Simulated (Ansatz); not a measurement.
# AlIn2N3: the cost of one run

Program: Ansatz 0.2.0. Level of theory: DFT PBE, scalar-relativistic, plane waves, PAW. These are calculated values, not measurements.

2 further runs of the same task are left out: 2 set aside as unsound or not needed.

## 1. The starting structure

The structure is orthorhombic, space group Cmc2_1 (No. 36). The conventional cell has a = 10.291 Å, b = 5.923 Å, c = 5.500 Å, α = 90.00°, β = 90.00°, γ = 90.00°. Around Al (site symmetry m) lie 4 N at 1.91 to 1.92 Å. In (site symmetry 1) has 4 N at 2.18 to 2.19 Å in its first shell of neighbours. N (site symmetry 1) is surrounded by 1 Al at 1.91 Å and 3 In at 2.18 to 2.19 Å. Around N (site symmetry m) lie 2 Al at 1.91 to 1.92 Å and 2 In at 2.19 Å.

Structure file:

```cif
data_structure
_symmetry_space_group_name_H-M 'P 1'
_symmetry_Int_Tables_number 1
_cell_length_a 5.9367
_cell_length_b 5.9367
_cell_length_c 5.5002
_cell_angle_alpha 90.000
_cell_angle_beta 90.000
_cell_angle_gamma 59.845
_cell_volume 167.62
loop_
_atom_site_label
_atom_site_type_symbol
_atom_site_fract_x
_atom_site_fract_y
_atom_site_fract_z
_atom_site_occupancy
Al1 Al 0.34114 0.65886 0.98922 1
Al2 Al 0.65886 0.34114 0.48922 1
In1 In 0.98838 0.33541 0.98725 1
In2 In 0.66459 0.01162 0.98725 1
In3 In 0.01162 0.66459 0.48725 1
In4 In 0.33541 0.98838 0.48725 1
N1 N 0.96921 0.33293 0.38539 1
N2 N 0.66707 0.03079 0.38539 1
N3 N 0.03079 0.66707 0.88539 1
N4 N 0.33293 0.96921 0.88539 1
N5 N 0.36829 0.63171 0.33750 1
N6 N 0.63171 0.36829 0.83750 1
```

It goes back to an entry of the Materials Project, which need not be the stable form.

It is the result of an earlier relaxation at this level (volume 13.97 Å³/atom; gap on the mesh: 0.88 eV).

The unstrained cell comes from an earlier run at this level (12 atoms, E(σ→0) -25774.8047 eV, gap 0.88 eV over the zone).

## 2. Strain -1.5 %

input.yaml

```yaml
crystal:
  lattice:
    - [5.0681513077, -2.9169635059, 0.0]
    - [5.0681513077, 2.9169635059, 0.0]
    - [0.0, 0.0, 5.4177098773]
  atoms:
    - { symbol: Al, position: [0.3411420366, 0.6588579634, 0.989221341] }
    - { symbol: Al, position: [0.6588579634, 0.3411420366, 0.489221341] }
    - { symbol: In, position: [0.9883762923, 0.3354135965, 0.9872496679] }
    - { symbol: In, position: [0.6645864035, 0.0116237077, 0.9872496679] }
    - { symbol: In, position: [0.0116237077, 0.6645864035, 0.4872496679] }
    - { symbol: In, position: [0.3354135965, 0.9883762923, 0.4872496679] }
    - { symbol: "N", position: [0.9692138027, 0.3329317555, 0.3853874212] }
    - { symbol: "N", position: [0.6670682445, 0.0307861973, 0.3853874212] }
    - { symbol: "N", position: [0.0307861973, 0.6670682445, 0.8853874212] }
    - { symbol: "N", position: [0.3329317555, 0.9692138027, 0.8853874212] }
    - { symbol: "N", position: [0.3682931191, 0.6317068809, 0.3375044807] }
    - { symbol: "N", position: [0.6317068809, 0.3682931191, 0.8375044807] }
basis:
  ecutwfc: 420
kpoints:
  mp_grid: { grid: [6, 6, 6] }
hamiltonian:
  xc: pbe
scf:
  occupations: { method: gaussian, width: 0.02 }
output:
  forces: true
  stress: true
  eigenvalues: true
relax:
  adjacent_minimum: "off"
  f_tol: 0.008
  max_steps: 40
```

The run is started by

```console
$ ansatz run input.yaml --threads 2 --pin off --max-ram 5120MiB --backend cpu --events-out ev --progress --plain --runs-dir out
```

Q: Estimate wall time and peak memory on 2 threads of Arm Neoverse V1, shared host.

About 90 s, with a peak of 0.64 GiB.
